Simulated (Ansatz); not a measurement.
# H4O2SSiTe: up Jacob's ladder to CCSD(T)

Aim: compute H4O2SSiTe with functionals from several rungs and with coupled cluster. The yardstick is the atomisation energy at the CCSD(T) limit.

Program: Ansatz 0.2.0, Gaussian basis. Level of theory: functionals in def2-TZVPP, the program's frozen cores in correlated methods. These are calculated values, not measurements.

The runs, in order: LDA (SPW92), PBE-D4, revPBE-D4, BLYP-D4, r2SCAN-D4, B97M-V, PBE0-D4, B3LYP-D4, r2SCANh-D4, r2SCAN0-D4, HSE06-D4, BHLYP-D4, CAM-B3LYP-D4, LC-ωPBE, ωB97X-V, ωB97M-V, B2PLYP, PBE-QIDH; CCSD(T)/def2-SVP; CCSD(T)/def2-TZVPP; MP2/def2-QZVPP; extrapolation to the limit; RPA on PBE.

### 1 The geometry

All runs share one geometry, relaxed beforehand with PBE0-D4 in a triple-zeta def2 set. Te takes the def2 core potential; no spin-orbit term is included.

9 atoms, charge 0, spin multiplicity 1.

Atoms are counted from 1 here; the program's logs count them from 0.

Bond lengths: O1–Si2 1.639 Å, O1–H6 0.960 Å, Si2–O3 1.636 Å, Si2–S4 2.129 Å, Si2–Te5 2.485 Å, O3–H7 0.960 Å, S4–H8 1.343 Å, Te5–H9 1.658 Å. Angles: Si2–O1–H6 115.6°, O1–Si2–O3 114.9°, O1–Si2–S4 103.6°, O1–Si2–Te5 111.9°, O3–Si2–S4 110.2°, O3–Si2–Te5 100.2°, S4–Si2–Te5 116.5°, Si2–O3–H7 116.7°, Si2–S4–H8 92.2°, Si2–Te5–H9 90.6°.

### 2 LDA

This LDA is Slater exchange with PW92 correlation.

in.yaml

```yaml
crystal:
  periodic: [false, false, false]
  atoms:
    - {symbol: O, position_ang: [-0.115765, 0.234451, -1.461196]}
    - {symbol: Si, position_ang: [0.268894, 0.000556, 0.114551]}
    - {symbol: O, position_ang: [1.844537, 0.244171, 0.481442]}
    - {symbol: S, position_ang: [-0.261542, -2.031144, 0.464658]}
    - {symbol: Te, position_ang: [-0.793824, 1.695619, 1.589084]}
    - {symbol: H, position_ang: [-0.166870, 1.150607, -1.744817]}
    - {symbol: H, position_ang: [2.459625, -0.447491, 0.225226]}
    - {symbol: H, position_ang: [-0.850321, -2.138861, -0.738137]}
    - {symbol: H, position_ang: [-2.296133, 1.245691, 1.052087]}
basis:
  gaussian: {orbitals: def2-TZVPP}
hamiltonian: {xc: lda}
output: {orbitals: {seedname: orbitals}}
```

The runs that follow: PBE-D4 (GGA); revPBE-D4 (GGA); BLYP-D4 (GGA); r2SCAN-D4 (meta-GGA); B97M-V (meta-GGA); PBE0-D4 (hybrid); B3LYP-D4 (hybrid); r2SCANh-D4 (hybrid); r2SCAN0-D4 (hybrid); HSE06-D4 (hybrid); BHLYP-D4 (hybrid); CAM-B3LYP-D4 (range-separated); LC-ωPBE (range-separated); ωB97X-V (range-separated); ωB97M-V (range-separated); B2PLYP (double hybrid); PBE-QIDH (double hybrid); CCSD(T) in def2-SVP; CCSD(T) in def2-TZVPP; MP2 in def2-QZVPP; RPA on PBE orbitals.

Q: Predict the results of all the runs planned. Wanted: atomisation energy, CCSD(T)/CBS; farthest beyond LDA; mean size of error, GGA; mean size of error, meta-GGA; mean size of error, hybrid; mean size of error, range-separated; mean size of error, double hybrid; gap, smallest and largest; T1 diagnostic.

As calculated:

| quantity | value |
| --- | --- |
| atomisation energy, CCSD(T)/CBS | 3108.9 kJ/mol |
| functionals within 31.1 kJ/mol (1.0 %) | PBE-D4, r2SCAN-D4, B97M-V, ωB97X-V, ωB97M-V |
| farthest beyond LDA | BHLYP-D4 (-169.3 kJ/mol) |
| mean size of error, GGA | 46.0 kJ/mol |
| mean size of error, meta-GGA | 23.9 kJ/mol |
| mean size of error, hybrid | 83.7 kJ/mol |
| mean size of error, range-separated | 44.5 kJ/mol |
| mean size of error, double hybrid | 85.3 kJ/mol |
| gap, smallest and largest | 4.03 eV (BLYP-D4), 10.63 eV (LC-ωPBE) |
| T1 diagnostic | 0.0117 |
| triples share of the correlation energy | 3.3 % |

What this shows: LDA overbinds by 473.8 kJ/mol (15 %). PBE-D4 misses by +15.0 kJ/mol. Double hybrids carry the basis error of their MP2 part in triple zeta, and no dispersion term here, so their miss is partly the set-up's. Taken by rung, meta-GGA functionals do best (23.9 kJ/mol on average) and double hybrid ones worst beyond LDA (85.3 kJ/mol). Misses under about 31.1 kJ/mol are within the doubt on the reference itself, which lacks core-valence correlation, spin-orbit coupling and higher excitations, and its outer-core shells are covered unevenly. All levels share the lack of spin-orbit coupling, which lowers the free heavy atoms and so the true binding. Hartree-Fock recovers 67 % of the binding; the rest is correlation. CCSD(T) in def2-SVP is off by -347.2 kJ/mol, which most functionals beat. The gap grows from 4.0 to 10.6 eV across the functionals, mostly with the share of exact exchange. Correlated methods include outer-core shells of Te, which these sets cover unevenly.
